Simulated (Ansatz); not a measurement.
The system is HPbNO4.

```
CELL_PARAMETERS angstrom
6.85877 0.00000 0.00000
0.00000 4.22865 0.00000
-3.39101 0.00000 7.27459
ATOMIC_POSITIONS crystal
H 0.22549 0.75000 0.50730
H 0.77451 0.25000 0.49270
Pb 0.30229 0.25000 0.28494
Pb 0.69771 0.75000 0.71506
N 0.21484 0.75000 0.83567
N 0.78516 0.25000 0.16433
O 0.33078 0.75000 0.45338
O 0.40909 0.75000 0.86901
O 0.15508 0.75000 0.96537
O 0.07083 0.75000 0.66955
O 0.66922 0.25000 0.54661
O 0.59091 0.25000 0.13099
O 0.84492 0.25000 0.03463
O 0.92917 0.25000 0.33045
```

The cell was built by a generator and needn't be a form met in nature.

```yaml
Program: Ansatz 0.2.0
Task: relaxation of cell and atoms
Functional: r2SCAN
Dispersion: D4
Potentials_or_basis: Ansatz PAW
Cutoff: "500 eV (not typed: the program's choice for these potentials)"
k_mesh: 3 × 5 × 3
Occupations: fermi-dirac, width 0.05 eV
Spin: no spin polarisation
```

At the start: volume 15.07 Å³/atom.

Problem. How do energy, volume and symmetry change on relaxing?

Solution. It ends after 10 steps and the volume is 13.96 Å³/atom (-7.4 %); space group P2_1/m (No. 11, to 0.05 Å).

Step by step:
| step | energy change (eV) | largest force (eV/Å) | volume (Å³) |
| --- | --- | --- | --- |
| 1 | 0.0000 | 0.6622 | 210.99 |
| 2 | -0.1177 | 0.3255 | 199.81 |
| 3 | -0.1243 | 0.1453 | 198.75 |
| 4 | -0.1358 | 0.1124 | 195.44 |
| 5 | -0.1372 | 0.0501 | 195.62 |
| 6 | -0.1379 | 0.0241 | 195.60 |
| 7 | -0.1380 | 0.0207 | 195.47 |
| 8 | -0.1380 | 0.0161 | 195.44 |
| 9 | -0.1381 | 0.0036 | 195.43 |
| 10 | -0.1304 | 0.0055 | 195.43 |

Final structure:
```
H Pb N O
1.0
     6.79880    0.00000   -0.11926
     0.00000    4.06418    0.00000
    -3.48785    0.00000    7.13374
H Pb N O
2 2 2 8
Direct
  0.21998 0.75000 0.50624
  0.78002 0.25000 0.49376
  0.29622 0.25000 0.27841
  0.70378 0.75000 0.72159
  0.22297 0.75000 0.83739
  0.77703 0.25000 0.16261
  0.32746 0.75000 0.45660
  0.41750 0.75000 0.86856
  0.17251 0.75000 0.97203
  0.06878 0.75000 0.66939
  0.67254 0.25000 0.54340
  0.58250 0.25000 0.13144
  0.82749 0.25000 0.02797
  0.93122 0.25000 0.33061
```

Caveat: the plane-wave basis is chosen anew once the cell has moved, so the energies of steps on either side of that aren't comparable; the PAW data sets come from PBE, with cores solved anew for the run's functional, which leaves a small shift of forces and pressure.
